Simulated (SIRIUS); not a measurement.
# In3As (Pm-3m) in SIRIUS: notebook

Aim: see how the results for In3As move with the level of theory and the settings. Levels: LDA, PBE. Tasks: single point.

All numbers are computed with SIRIUS 7.10.0; they aren't measurements. Logs are shortened: lines on timing, memory, paths and dates and some standing lists are left out, and cuts for length are marked. The log counts tension as positive stress, the text compression.

## (1) The structure

It takes space group Pm-3m (No. 221, cubic). Conventional cell: a = 4.672 Å, b = 4.672 Å, c = 4.672 Å, α = 90.00°, β = 90.00°, γ = 90.00°. In (site symmetry 4/mmm) is surrounded by 8 In at 3.30 Å and 4 As at 3.30 Å. As (site symmetry m-3m) has 12 In at 3.30 Å as nearest neighbours.

The cell comes from a database or a generator and needn't be the stable form of this composition.

## (2) Single point, LDA

The input, sirius.json:

```json
{
  "control": {
    "processing_unit": "cpu",
    "verbosity": 2,
    "num_bands_to_print": 38,
    "print_forces": true,
    "print_stress": true
  },
  "parameters": {
    "electronic_structure_method": "pseudopotential",
    "xc_functionals": ["XC_LDA_X", "XC_LDA_C_PW"],
    "gk_cutoff": 9.2,
    "pw_cutoff": 18.4,
    "ngridk": [3, 3, 3],
    "shiftk": [0, 0, 0],
    "smearing": "fermi_dirac",
    "smearing_width": 0.0018374661,
    "num_bands": 38,
    "num_mag_dims": 0,
    "num_dft_iter": 100,
    "energy_tol": 1e-08,
    "density_tol": 1e-06
  },
  "iterative_solver": {
    "type": "davidson",
    "min_tolerance": 1e-09,
    "tolerance_scale": [0.1, 0.25]
  },
  "mixer": {
    "type": "anderson",
    "beta": 0.7,
    "max_history": 8
  },
  "settings": {
    "tol_ne": 1e-10,
    "pseudo_grid_cutoff": 6.5
  },
  "unit_cell": {
    "lattice_vectors": [
      [8.828197631618, 0.0, 0.0],
      [0.0, 8.828197631618, 0.0],
      [0.0, 0.0, 8.828197631618]
    ],
    "atom_coordinate_units": "lattice",
    "atom_types": ["In", "As"],
    "atom_files": {
      "In": "In.json",
      "As": "As.json"
    },
    "atoms": {
      "In": [
        [0.5, 0.5, 0.0],
        [0.5, 0.0, 0.5],
        [0.0, 0.5, 0.5]
      ],
      "As": [
        [0.0, 0.0, 0.0]
      ]
    }
  }
}
```

Potentials or basis: PseudoDojo 0.4.1 PBE standard (scalar relativistic).

Started as:

```sh
> upf_to_json In.upf
> upf_to_json As.upf
> OMP_NUM_THREADS=1 sirius.scf --input=sirius.json --output=out.json --task=0
```

Standard output:

```text
[info] SIRIUS version : 7.10.0
[info] number of MPI ranks           : 1
[info] MPI grid                      : 1 1
[info] maximum number of OMP threads : 1
[fft] FFT context for density and potential
[fft] =====================================
[fft]   comm size                             : 1
[fft]   plane wave cutoff                     : 18.4
[fft]   grid size                             : 54 54 54   total : 157464
[fft]   grid limits                           : -26 27   -26 27   -26 27
[fft]   number of G-vectors within the cutoff : 36228
[fft]   local number of G-vectors             : 36228
[fft]   number of G-shells                    : 1845
[fft] FFT context for coarse grid
[fft] =====================================
[fft]   comm size                             : 1
[fft]   plane wave cutoff                     : 18.4
[fft]   grid size                             : 54 54 54   total : 157464
[fft]   grid limits                           : -26 27   -26 27   -26 27
[fft]   number of G-vectors within the cutoff : 36228
[fft]   local number of G-vectors             : 36228
[fft]   number of G-shells                    : 1845
[unit cell] lattice vectors
[unit cell]   a1 :       8.8281976316      0.0000000000      0.0000000000
[unit cell]   a2 :       0.0000000000      8.8281976316      0.0000000000
[unit cell]   a3 :       0.0000000000      0.0000000000      8.8281976316
[unit cell] reciprocal lattice vectors
[unit cell]   b1 :       0.7117177899      0.0000000000      0.0000000000
[unit cell]   b2 :       0.0000000000      0.7117177899      0.0000000000
[unit cell]   b3 :       0.0000000000      0.0000000000      0.7117177899
[unit cell] unit cell volume :       688.04388701 [a.u.^3]
[unit cell] 1/sqrt(omega)    :         0.03812343
[unit cell] MT volume        :         0.00000000 ( 0.00%)
[unit cell] IT volume        :       688.04388701 (100.00%)
[unit cell] number of atom types : 2
[unit cell] type id : 0 symbol : In mt_radius :  19.630000 num_atoms : 3
[unit cell] type id : 1 symbol : As mt_radius :  13.570000 num_atoms : 1
[unit cell] total number of atoms : 4
[unit cell] number of symmetry classes : 2
[unit cell] number of PAW atoms : 0
[unit cell] atom id  type id  class id             position                      vector_field
[unit cell] ------------------------------------------------------------------------------------------
[unit cell]      0        0        0      0.50000   0.50000   0.00000      0.00000   0.00000   0.00000
[unit cell]      1        0        0      0.50000   0.00000   0.50000      0.00000   0.00000   0.00000
[unit cell]      2        0        0      0.00000   0.50000   0.50000      0.00000   0.00000   0.00000
[unit cell]      3        1        1      0.00000   0.00000   0.00000      0.00000   0.00000   0.00000
[unit cell] atom id         position (Cartesian, a.u.)
[unit cell] ---------------------------------------------
[unit cell]      0       4.414099    4.414099    0.000000
[unit cell]      1       4.414099    0.000000    4.414099
[unit cell]      2       0.000000    4.414099    4.414099
[unit cell]      3       0.000000    0.000000    0.000000
[unit cell] class id : 0 atom id : 0 1 2
[unit cell] class id : 1 atom id : 3
[unit cell] minimum bond length:     6.242478
[unit cell] total number of pseudo wave-functions: 36
[sym] space group number   : 221
[sym] international symbol : Pm-3m
[sym] Hall symbol          : -P 4 2 3
[sym] space group transformation matrix :
[sym]   1.0000  0.0000  0.0000
[sym]   0.0000  1.0000  0.0000
[sym]   0.0000  0.0000  1.0000
[sym] space group origin shift :
[sym]   0.0000  0.0000  0.0000
[sym] number of space group operations  : 48
[sym] number of magnetic group operations : 48
[sym] metric tensor error: 0.0000e+00
[sym] rotation matrix error: 0.0000e+00
[sym] symmetry operations
[... list of symmetry operations ...]
[atom type] label          : In
[atom type] --------------------------------------------------------------------------------
[atom type] symbol         : In
[atom type] name           :
[... 259 lines left out ...]
[find] band gap (eV)                  :       0.00000000
[find] Efermi                         :       0.37410468
[find] iteration : 10, RMS : 1.589132577438e-07, energy difference : -3.551861027518e-08
[find] Hartree energy of density residual : 4.057175179905e-11
[find] | SCF iteration  11 out of 100|
[diagonalize] iterative solver tolerance (occupied, empty): 1e-09 1e-09
[diagonalize] average number of iterations: 4.25
[find] Total energy                   :    -304.30127970 (Ha),    -608.60255941 (Ry)
[find] Free energy (E-TS)             :    -304.30266424 (Ha),    -608.60532849 (Ry)
[find] band gap (eV)                  :       0.00000000
[find] Efermi                         :       0.37410405
[find] iteration : 11, RMS : 6.201998553390e-08, energy difference : -1.434182195226e-08
[find] Hartree energy of density residual : 5.475575522523e-13
[find] bands are converged : true
[find] iterative solver converged : true
[find] +------------------------------+
[find] | SCF iteration  12 out of 100|
[find] +------------------------------+
[diagonalize] iterative solver tolerance (occupied, empty): 1e-09 1e-09
[diagonalize] average number of iterations: 1
[diagonalize] Lowest band energies
[diagonalize] ik:    0   -0.920228   -0.920228   -0.920228   -0.920202   -0.920202   -0.176165   -0.175638   -0.175638   -0.175638   -0.168846   -0.168846   -0.162814   -0.162814   -0.162814   -0.160797   -0.160797   -0.156572   -0.155722   -0.155722   -0.155722   -0.052843    0.125432    0.256119    0.256119    0.256119    0.284439    0.284439    0.435657    0.435657    0.435657    0.524502    0.524502    0.524502    0.584106    0.633504    0.633504    0.633542    0.633542
[diagonalize] ik:    1   -0.920228   -0.920228   -0.920228   -0.920202   -0.920198   -0.175042   -0.172664   -0.171311   -0.171311   -0.168326   -0.166119   -0.163589   -0.163437   -0.163437   -0.163414   -0.160773   -0.160653   -0.160653   -0.158849   -0.155720   -0.037154    0.089297    0.198259    0.285057    0.285057    0.299904    0.370142    0.385584    0.385584    0.436417    0.452283    0.514938    0.514938    0.613382    0.620712    0.620712    0.646575    0.651349
[diagonalize] ik:    2   -0.920229   -0.920228   -0.920228   -0.920199   -0.920195   -0.171933   -0.171814   -0.169695   -0.168725   -0.168242   -0.166090   -0.165044   -0.164670   -0.163402   -0.162873   -0.161930   -0.161743   -0.161451   -0.159529   -0.158968   -0.023627    0.103529    0.155577    0.218134    0.310156    0.314730    0.374977    0.393775    0.402637    0.446431    0.454506    0.517326    0.523859    0.541213    0.548276    0.666611    0.689326    0.740122
[diagonalize] ik:    3   -0.920229   -0.920229   -0.920229   -0.920195   -0.920195   -0.172822   -0.170605   -0.170605   -0.170115   -0.168112   -0.168112   -0.166179   -0.165955   -0.162306   -0.162306   -0.161750   -0.161750   -0.159709   -0.159709   -0.156608   -0.011593    0.124112    0.184834    0.184834    0.262867    0.273195    0.273195    0.358167    0.445406    0.500675    0.500675    0.567351    0.567351    0.623839    0.663283    0.663283    0.682277    0.700962
[find] Charges and magnetic moments
[find] --------------------------------------------------------------------------------
[find] total charge          : 54.000000
[find] Energy
[find] --------------------------------------------------------------------------------
[find] valence_eval_sum               :     -11.33975376
[find] <rho|V^{XC}>                   :     -50.41630364
[find] <rho|E^{XC}>                   :     -82.56171947
[find] <mag|B^{XC}>                   :       0.00000000
[find] <rho|V^{H}>                    :     142.26501158
[find] one-electron contribution      :    -103.18846171 (Ha),    -206.37692343 (Ry)
[find] hartree contribution           :      71.13250579
[find] xc contribution                :     -82.56171947
[find] ewald contribution             :    -189.68360925
[find] PAW contribution               :       0.00000000
[find] smearing (-TS)                 :      -0.00138454
[find] SCF correction                 :       0.00000493
[find] Total energy                   :    -304.30127970 (Ha),    -608.60255941 (Ry)
[find] Free energy (E-TS)             :    -304.30266424 (Ha),    -608.60532849 (Ry)
[find] band gap (eV)                  :       0.00000000
[find] Efermi                         :       0.37410407
[find] iteration : 12, RMS : 1.883804216613e-08, energy difference : 2.773958840407e-11
[find] Hartree energy of density residual : 5.462800592339e-14
[find] bands are converged : true
[find] iterative solver converged : true
[find] converged after 13 SCF iterations!
[find] Charges and magnetic moments
[find] --------------------------------------------------------------------------------
[find] total charge          : 54.000000
[find] Energy
[find] --------------------------------------------------------------------------------
[find] valence_eval_sum               :     -11.33975376
[find] <rho|V^{XC}>                   :     -50.41630364
[find] <rho|E^{XC}>                   :     -82.56171947
[find] <mag|B^{XC}>                   :       0.00000000
[find] <rho|V^{H}>                    :     142.26501158
[find] one-electron contribution      :    -103.18846171 (Ha),    -206.37692343 (Ry)
[find] hartree contribution           :      71.13250579
[find] xc contribution                :     -82.56171947
[find] ewald contribution             :    -189.68360925
[find] PAW contribution               :       0.00000000
[find] smearing (-TS)                 :      -0.00138454
[find] SCF correction                 :       0.00000493
[find] Total energy                   :    -304.30127970 (Ha),    -608.60255941 (Ry)
[find] Free energy (E-TS)             :    -304.30266424 (Ha),    -608.60532849 (Ry)
[find] band gap (eV)                  :       0.00000000
[find] Efermi                         :       0.37410407
[ground_state] === stress tensor components [kbar] ===
[ground_state] === stress_kin ===
[ground_state] -57050.771454    0.000000    0.000000
[ground_state]     0.000000-57050.771454   -0.000000
[ground_state]     0.000000   -0.000000-57050.771454
[ground_state] === stress_har ===
[ground_state] -10138.841136    0.000000    0.000000
[ground_state]     0.000000-10138.841136   -0.000000
[ground_state]     0.000000   -0.000000-10138.841136
[ground_state] === stress_ewald ===
[ground_state] 27036.471706   -0.000000   -0.000000
[ground_state]    -0.00000027036.471706    0.000000
[ground_state]    -0.000000    0.00000027036.471706
[ground_state] === stress_vloc ===
[ground_state]  1037.173944    0.000000    0.000000
[ground_state]     0.000000 1037.173944    0.000000
[ground_state]     0.000000    0.000000 1037.173944
[ground_state] === stress_xc ===
[ground_state] -13745.499081    0.000000    0.000000
[ground_state]     0.000000-13745.499081    0.000000
[ground_state]     0.000000    0.000000-13745.499081
[ground_state] === stress_core ===
[ground_state] 20951.278939    0.000000    0.000000
[ground_state]     0.00000020951.278939    0.000000
[ground_state]     0.000000    0.00000020951.278939
[ground_state] === stress_nonloc ===
[ground_state] 31948.120323    0.000000   -0.000000
[ground_state]     0.00000031948.120323    0.000000
[ground_state]    -0.000000    0.00000031948.120323
[ground_state] === stress_us_nl ===
[ground_state] 31948.120323    0.000000   -0.000000
[ground_state]     0.00000031948.120323    0.000000
[ground_state]    -0.000000    0.00000031948.120323
[ground_state] === stress_total ===
[ground_state]    37.933241   -0.000000    0.000000
[ground_state]    -0.000000   37.933241   -0.000000
[ground_state]     0.000000   -0.000000   37.933241
[ground_state] ==== total Forces in Ha/bohr =====
[ground_state] atom:    0, force:       0.0000000      0.0000000      0.0000000
[ground_state] atom:    1, force:       0.0000000      0.0000000      0.0000000
[ground_state] atom:    2, force:       0.0000000      0.0000000      0.0000000
[ground_state] atom:    3, force:       0.0000000      0.0000000      0.0000000
[ground_state] ==== ultrasoft contribution from Qij =====
[ground_state] atom:    0, force:       0.0000000      0.0000000      0.0000000
[ground_state] atom:    1, force:       0.0000000      0.0000000      0.0000000
[ground_state] atom:    2, force:       0.0000000      0.0000000      0.0000000
[ground_state] atom:    3, force:       0.0000000      0.0000000      0.0000000
[ground_state] ==== non-local contribution from Beta-projector =====
[ground_state] atom:    0, force:       0.0000000      0.0000000      0.0000000
[ground_state] atom:    1, force:       0.0000000      0.0000000      0.0000000
[ground_state] atom:    2, force:       0.0000000      0.0000000      0.0000000
[ground_state] atom:    3, force:       0.0000000      0.0000000      0.0000000
[ground_state] ==== contribution from local potential =====
[ground_state] atom:    0, force:       0.0000000      0.0000000      0.0000000
[ground_state] atom:    1, force:       0.0000000      0.0000000      0.0000000
[ground_state] atom:    2, force:       0.0000000      0.0000000      0.0000000
[ground_state] atom:    3, force:       0.0000000      0.0000000      0.0000000
[ground_state] ==== contribution from core density =====
[ground_state] atom:    0, force:       0.0000000      0.0000000      0.0000000
[ground_state] atom:    1, force:       0.0000000      0.0000000      0.0000000
[ground_state] atom:    2, force:       0.0000000      0.0000000      0.0000000
[ground_state] atom:    3, force:       0.0000000      0.0000000      0.0000000
[ground_state] ==== Ewald forces from ions =====
[ground_state] atom:    0, force:       0.0000000      0.0000000      0.0000000
[ground_state] atom:    1, force:       0.0000000      0.0000000      0.0000000
[ground_state] atom:    2, force:       0.0000000      0.0000000      0.0000000
[ground_state] atom:    3, force:       0.0000000      0.0000000      0.0000000
[~DFT_ground_state] local op. applied: 4598
[~DFT_ground_state] evp. work count: 463.562
[~DFT_ground_state] number of iterative solver steps: 248
```

Wall time 46 s (1 thread of Arm Neoverse V1, shared host); peak memory 0.39 GiB.

What came out:

```yaml
Free_energy: -8280.4973 eV
Pressure: -3.8 GPa
Band_gap_on_the_k_mesh: none (metal or under the smearing width)
```

Levels at points of the mesh, in eV from the Fermi level:
```csv
k point,band 23,band 24,band 25,band 26,band 27,band 28,band 29,band 30,band 31,band 32
"(0.00, 0.00, 0.00)",-3.21,-3.21,-3.21,-2.44,-2.44,1.67,1.67,1.67,4.09,4.09
```

Caveat: the k mesh is coarse (spacing up to 0.45 Å⁻¹), so the values aren't converged; the potentials were made for another functional, which shifts forces and pressure.

## (3) Single point, PBE

Changes to sirius.json since step 2:

```diff
@@ -10,3 +10,3 @@
     "electronic_structure_method": "pseudopotential",
-    "xc_functionals": ["XC_LDA_X", "XC_LDA_C_PW"],
+    "xc_functionals": ["XC_GGA_X_PBE", "XC_GGA_C_PBE"],
     "gk_cutoff": 9.2,
```

Potentials or basis: PseudoDojo 0.4.1 PBE standard (scalar relativistic).

Started as:

```sh
> upf_to_json In.upf
> upf_to_json As.upf
> OMP_NUM_THREADS=1 sirius.scf --input=sirius.json --output=out.json --task=0
```

It took 41 s on 1 thread of Arm Neoverse V1, shared host; peak memory 0.39 GiB.

Results (log left out):

* Free energy: -8310.5852 eV
* Pressure: 0.6 GPa
* Band gap on the k mesh: none (metal or under the smearing width)

Levels at points of the mesh, in eV from the Fermi level:
```
           k point  band 23  band 24  band 25  band 26  band 27  band 28  band 29  band 30  band 31  band 32
(0.00, 0.00, 0.00)    -3.30    -3.30    -3.30    -2.37    -2.37     1.65     1.65     1.65     4.11     4.11
```

Caveat: the k mesh is coarse (spacing up to 0.45 Å⁻¹), so the values aren't converged.
